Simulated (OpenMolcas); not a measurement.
# Co⁴⁺ among point charges: CASSCF and CASPT2 levels and susceptibility

Aim: the splitting of the states of Co⁴⁺ in the field of 3 point charges, its lowest levels with spin-orbit coupling and its magnetic susceptibility.

Program: OpenMolcas 26.06. Level of theory: state-averaged CASSCF and CASPT2, spin-orbit coupling by RASSI with atomic mean-field integrals. These are calculated values, not measurements, unless marked.

## 1. The system

| Item | Value |
| --- | --- |
| Species | Co⁴⁺ (cobalt, Z = 27, 23 electrons) |
| Basis | ANO-RCC-VTZP [6s5p3d2f1g], 59 functions |
| Scalar Hamiltonian | DKH2, point nucleus |
| Inactive shells | 1s 2s 2p 3s 3p |
| Active space | 5 electrons in 5 orbitals (3d) |
| Some configurations of this space | 3d⁵ |
| Orbitals | optimised for each spin and parity, averaged over all roots |

The outer shells:

3d5
```
3d [↑ ][↑ ][↑ ][↑ ][↑ ]
```

The ion sits among 3 point charges of -3 e arranged as a planar triangle (D3h), 2.01 Å from the ion.

The work runs as a chain of OpenMolcas steps in one folder; each step below is one input file. Labels, J, g values, rates, χT and fits are worked out afterwards by a script from the matrices that RASSI stores.

## 2. Basis and integrals

The input, a.inp:

```
&GATEWAY
Coord
1

Co 0.0 0.0 0.0
Basis=ANO-RCC-VTZP
Group=NoSym
NoMove
AngMom=0.0 0.0 0.0
AMFI
XField
3 Angstrom 0
2.010000 0.000000 0.000000 -3.000000
-1.005000 1.740711 0.000000 -3.000000
-1.005000 -1.740711 0.000000 -3.000000
&SEWARD
```

Command:

```sh
> OMP_NUM_THREADS=1 MOLCAS_MEM=1689 MOLCAS_PROJECT=a pymolcas a.inp > a.log
```

Output:

```text
Basis set label: CO.ANO-RCC...6S5P3D2F1G.

      Electronic valence basis set:
      ------------------
      Associated Effective Charge  27.000000 au
      Associated Actual Charge     27.000000 au
      Nuclear Model: Point charge

      Shell  nPrim  nBasis  Cartesian Spherical Contaminant
         s      21       6        X
         p      15       5        X
         d      10       3                 X
         f       6       2                 X
         g       4       1                 X
                  Relativistic Douglas-Kroll-Hess integrals:
                    - DKH order of Hamiltonian: 2
                    - DKH order of Properties : 0
                  Atomic mean-field integrals
```

## 3. Reference wave functions, sextets, 1 root

The input, a.inp:

```
&RASSCF
FileOrb=start.orb
Symmetry=1
Spin=6
nActEl=5 0 0
Inactive=9
Ras2=5
CIRoot=1 1 1
SDav=1
CIMx=300
Iter=120 100
PrWF=0.3
OrbListing=Nothing
MaxOrb=0
>>> COPY $Project.JobIph JOB001
```

start.orb holds the contracted functions of the basis, ordered by shell, or the orbitals of the step before.

Output, cut to the lines that bear on the results:

```text
[...]
      Number of active orbitals                  5
[...]
      Spin quantum number                      2.5
[...]
      Active orbitals                            5
[...]
      Number of CSFs                             1
      Number of root(s) required                 1
[...]
      Convergence after 10 iterations
[...]
      Natural orbitals and occupation numbers for root  1
      sym 1:   1.000000   1.000000   1.000000   1.000000   1.000000
::    RASSCF root number  1 Total energy:  -1397.52572870
```

## 4. CASSCF: quartets, 24 roots

The input, a.inp:

```
&RASSCF
FileOrb=start.orb
Symmetry=1
Spin=4
nActEl=5 0 0
Inactive=9
Ras2=5
CIRoot=24 24 1
SDav=24
CIMx=300
Iter=120 100
PrWF=0.3
OrbListing=Nothing
MaxOrb=0
>>> COPY $Project.JobIph JOB002
```

Command:

```sh
> OMP_NUM_THREADS=1 MOLCAS_MEM=1689 MOLCAS_PROJECT=a pymolcas a.inp > a.log
```

Output, cut to the lines that bear on the results:

```text
[...]
      Number of active orbitals                  5
[...]
      Spin quantum number                      1.5
[...]
      Active orbitals                            5
[...]
      Number of CSFs                            24
      Number of root(s) required                24
[...]
      Convergence after  7 iterations
[...]
      Natural orbitals and occupation numbers for root  1
      sym 1:   0.767226   1.232774   1.000000   1.232774   0.767226
      Natural orbitals and occupation numbers for root  2
      sym 1:   0.767184   1.232816   1.000000   1.232816   0.767184
      Natural orbitals and occupation numbers for root  3
      sym 1:   0.657072   1.000000   1.342929   1.000000   1.000000
::    RASSCF root number  1 Total energy:  -1397.34048764
::    RASSCF root number  2 Total energy:  -1397.34046923
::    RASSCF root number  3 Total energy:  -1397.33982122
[...]
::    RASSCF root number 21 Total energy:  -1397.19276456
::    RASSCF root number 22 Total energy:  -1397.19275678
::    RASSCF root number 23 Total energy:  -1397.18659421
::    RASSCF root number 24 Total energy:  -1397.18659421
```

## 5. Reference wave functions, doublets, 75 roots

The input, a.inp:

```
&RASSCF
FileOrb=start.orb
Symmetry=1
Spin=2
nActEl=5 0 0
Inactive=9
Ras2=5
CIRoot=75 75 1
SDav=75
CIMx=300
Iter=120 100
PrWF=0.3
OrbListing=Nothing
MaxOrb=0
>>> COPY $Project.JobIph JOB003
```

Output, cut to the lines that bear on the results:

```text
[...]
      Number of active orbitals                  5
[...]
      Spin quantum number                      0.5
[...]
      Active orbitals                            5
[...]
      Number of CSFs                            75
      Number of root(s) required                75
[...]
      Convergence after  7 iterations
[...]
      Natural orbitals and occupation numbers for root  1
      sym 1:   0.861118   1.094764   1.088235   1.094764   0.861118
      Natural orbitals and occupation numbers for root  2
      sym 1:   0.839229   1.046301   1.107472   1.147847   0.859151
      Natural orbitals and occupation numbers for root  3
      sym 1:   0.839178   1.147847   1.046296   1.107472   0.859208
::    RASSCF root number  1 Total energy:  -1397.25541798
::    RASSCF root number  2 Total energy:  -1397.25537064
::    RASSCF root number  3 Total energy:  -1397.25537064
[...]
::    RASSCF root number 27 Total energy:  -1397.20811944
::    RASSCF root number 28 Total energy:  -1397.20611496
::    RASSCF root number 29 Total energy:  -1397.20609941
::    RASSCF root number 30 Total energy:  -1397.19995935
```

## 6. State interaction with spin-orbit coupling

The input, a.inp:

```
&RASSI
NrOfJobIphs=3 1 24 75
1
1 2 3 4 5 6 7 8 9 10 11 12 13 14 15 16 17 18 19 20 21 22 23 24
1 2 3 4 5 6 7 8 9 10 11 12 13 14 15 16 17 18 19 20 21 22 23 24 25 26 27
28 29 30 31 32 33 34 35 36 37 38 39 40 41 42 43 44 45 46 47 48 49 50 51
52 53 54 55 56 57 58 59 60 61 62 63 64 65 66 67 68 69 70 71 72 73 74 75
IphNames
JOB001
JOB002
JOB003
EJob
SpinOrbit
DIPRint=1.0
SOCoupling=1000.0
Subsets=2
Property=9
'ANGMOM' 1 'ANGMOM' 2 'ANGMOM' 3 'MLTPL  1' 1 'MLTPL  1' 2 'MLTPL  1' 3
'AMFI' 1 'AMFI' 2 'AMFI' 3
SOProperty=3
'ANGMOM' 1 'ANGMOM' 2 'ANGMOM' 3
```

Output, cut to the lines that bear on the results:

```text
SPIN-FREE ENERGIES:
  (Shifted by EMIN (a.u.) =      -1397.5257286985)
 SF State       Relative EMIN(au)   Rel lowest level(eV)    D:o, cm**(-1)      L_eff
     1             0.0000000000        0.0000000000              0.0000         0.0
     2             0.1852410608        5.0406660552          40655.7135         3.9
     3             0.1852594735        5.0411670881          40659.7546         3.9
     4             0.1859074772        5.0588001669          40801.9750         3.9
     5             0.1859074772        5.0588001669          40801.9750         3.9
     6             0.1897600453        5.1636338879          41647.5160         3.9
     7             0.1897600453        5.1636338879          41647.5160         3.9
     8             0.1918244534        5.2198092922          42100.6012         4.0
     9             0.1951402793        5.3100375135          42828.3409         4.0
    10             0.1951402793        5.3100375135          42828.3409         4.0
[...]
Eigenvalues of complex Hamiltonian:
   -----------------------------------
  (Shifted by EMIN (a.u.) =      -1397.5257286985)
 SO State       Relative EMIN(au)   Rel lowest level(eV)    D:o, cm**(-1)     J-value
     1            -0.0002348620        0.0000000000              0.0000         2.5
     2            -0.0002348620        0.0000000000              0.0000         2.5
     3            -0.0002334895        0.0000373484              0.3012         2.1
     4            -0.0002334895        0.0000373484              0.3012         2.1
     5            -0.0002307557        0.0001117378              0.9012         1.2
     6            -0.0002307557        0.0001117378              0.9012         1.2
     7             0.1839765720        5.0126484813          40429.7366         3.6
     8             0.1839765720        5.0126484813          40429.7366         3.6
     9             0.1844272128        5.0249110419          40528.6408         3.6
    10             0.1844272128        5.0249110419          40528.6408         3.6
    11             0.1844906955        5.0266384954          40542.5736         3.9
[...]
```

These steps: 26 s of run time, 1 thread of Arm Neoverse V1, shared host.

Spin-free states, with their symmetry labels:

```
  state  degeneracy  E (cm-1)  free-ion L (%)
    6A1           1         0         S (100)
    4A2           1     40656          G (94)
    4A1           1     40660          G (94)
     4E           2     40802          G (93)
     4E           2     41648          G (95)
    4A1           1     42101         G (100)
     4E           2     42828         G (100)
     4E           2     45368          P (63)
    4A2           1     49308         P (100)
     4E           2     50192          D (89)
    4A1           1     53125         D (100)
     4E           2     55120          D (59)
    2A1           1     59326          I (97)
     2E           2     59337          I (97)
     2E           2     59345          I (96)
    2A1           1     59388          I (95)
    2A2           1     59392          I (95)
     2E           2     59618          I (94)
     2E           2     60131          I (98)
doublet           2     60391         I (100)
     2E           2     66250          D (63)
     2E           2     67273          D (62)
    2A1           1     67503          F (84)
    2A2           1     67513          F (84)
```

With spin-orbit coupling:

```csv
E (cm-1),Degeneracy,Label,2S+1,g
0.0,2,E1/2,6,2.00 6.01 6.01
0.3,2,E3/2,6,0.00 0.00 6.01
0.9,2,E1/2,6,0.00 0.00 10.01
40430,2,E3/2,4,0.00 0.00 0.21
40529,2,E1/2,4,0.01 0.01 2.00
40543,2,E1/2,4,0.16 0.16 4.21
40673,2,E1/2,4,0.17 0.17 8.13
40733,2,E3/2,4,0.00 0.00 1.79
40828,2,E3/2,4,0.00 0.00 11.99
40916,2,E1/2,4,0.01 0.01 5.79
41082,2,E1/2,4,0.00 0.00 9.86
41444,2,E1/2,4,0.95 0.95 3.89
41580,2,E1/2,4,0.12 1.81 1.81
41695,2,E3/2,4,0.00 0.00 4.02
41817,2,E1/2,4,0.00 0.00 8.00
42098,2,E1/2,4,1.99 4.89 4.89
42111,2,E3/2,4,0.00 0.00 5.98
42799,2,E1/2,4,0.00 0.00 2.00
42834,2,E1/2,4,0.00 0.00 14.00
42843,2,E1/2,4,0.00 0.00 6.01
42857,2,E3/2,4,0.00 0.00 10.01
44655,2,E1/2,4,0.85 0.85 3.94
45018,2,E1/2,4,0.03 0.53 0.53
45434,2,E3/2,4,0.00 0.00 3.96
```

The table of states holds 24 of 66 computed; the rest, higher up, is left out. Labels of spin-orbit levels are those of the rotation subgroup (D3 for D3h). Principal g values are given for doublets only; a zero marks a field direction without first-order Zeeman splitting.

Powder χT (cm³ K/mol): 4.37 at 2 K, 4.38 at 5 K, 4.38 at 10 K, 4.38 at 20 K, 4.38 at 50 K, 4.39 at 100 K, 4.39 at 150 K, 4.39 at 200 K, 4.39 at 250 K, 4.39 at 300 K.

Orbitals of the lowest block (energies include the constant potential of the surroundings):

```
shell     space  energy (hartree)  mean occupation  ⟨r²⟩ (bohr²)
   1s  inactive         -285.6361            2.000       0.00421
   2s  inactive          -35.3821            2.000        0.0761
   2p  inactive          -30.1504            6.000        0.0618
   3s  inactive           -4.4501            2.000         0.683
   3p  inactive           -2.8315            6.000         0.744
   3d      RAS2                              5.000         0.940
```

(Part 1 of 2 ends here.)
